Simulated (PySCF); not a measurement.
# A diatomic session: CsRb+

The task here is to estimate one member of a computed series from the others.

Computed with PySCF 2.14.0. Level: Cs def2-SVP with ECP46, Rb def2-SVP with ECP28, scalar-relativistic core potentials.

The first run:

Settings of the job:

```yaml
atoms: Cs, Rb
charge: 1
basis: Cs def2-SVP with ECP46, Rb def2-SVP with ECP28
Hamiltonian: scalar-relativistic core potentials
basis_functions: 48
electrons_treated: 17
masses_in_u: 132.9054, 84.9118
levels: PBE0, PBE, r²SCAN, TPSS, LDA, revPBE, HSE06, HF, MP2, SCS-MP2, CCSD, CCSD(T)
grid: 80 radial by 434 angular points
occupations: held fixed by the projection of orbital angular momentum
dissociation_limit: Cs+ + Rb, each in its ground configuration
starting_distance_in_angstrom: 4.365
values_of_2S_to_try: 1, 3
```

Command:

```sh
> OMP_NUM_THREADS=1 python dia.py task.json out
```

Steps of the session up to this table: The job; First curve: PBE0; PBE; r²SCAN; TPSS (meta-GGA); LDA (local density); revPBE (GGA); HSE06; UHF (mean field); Correlated methods on the Hartree–Fock reference.

One table of the session follows, with a row left open; its other results are not shown here.

| level | Re (Å) | ωe (cm⁻¹) | De (eV) |
| --- | --- | --- | --- |
| UHF | 5.549 | 32.8 | 0.51 |
| UHF-MP2 | 5.283 | 34.2 | 0.51 |
| UHF-SCS-MP2 | 5.331 | 34.0 | 0.51 |
| UHF-CCSD | 5.271 | 34.3 | 0.51 |
| UHF-CCSD(T) | 5.264 | 34.3 | 0.51 |
| LDA | 5.037 | 32.9 | 0.62 |
| PBE | 5.273 | 30.3 | 0.62 |
| revPBE | 5.369 | 29.7 | 0.61 |
| TPSS | ? | ? | ? |
| r²SCAN | 5.218 | 34.1 | 0.56 |
| PBE0 | 5.263 | 32.5 | 0.60 |
| HSE06 | 5.261 | 31.8 | 0.60 |

**Question.** Estimate the row for TPSS.

The run gave: Re (Å): 5.366; ωe (cm⁻¹): 31.2; De (eV): 0.64. In the column «Re (Å)» it lies between UHF-SCS-MP2 (5.331) and revPBE (5.369).

De is counted to Cs+ + Rb in their ground configurations.
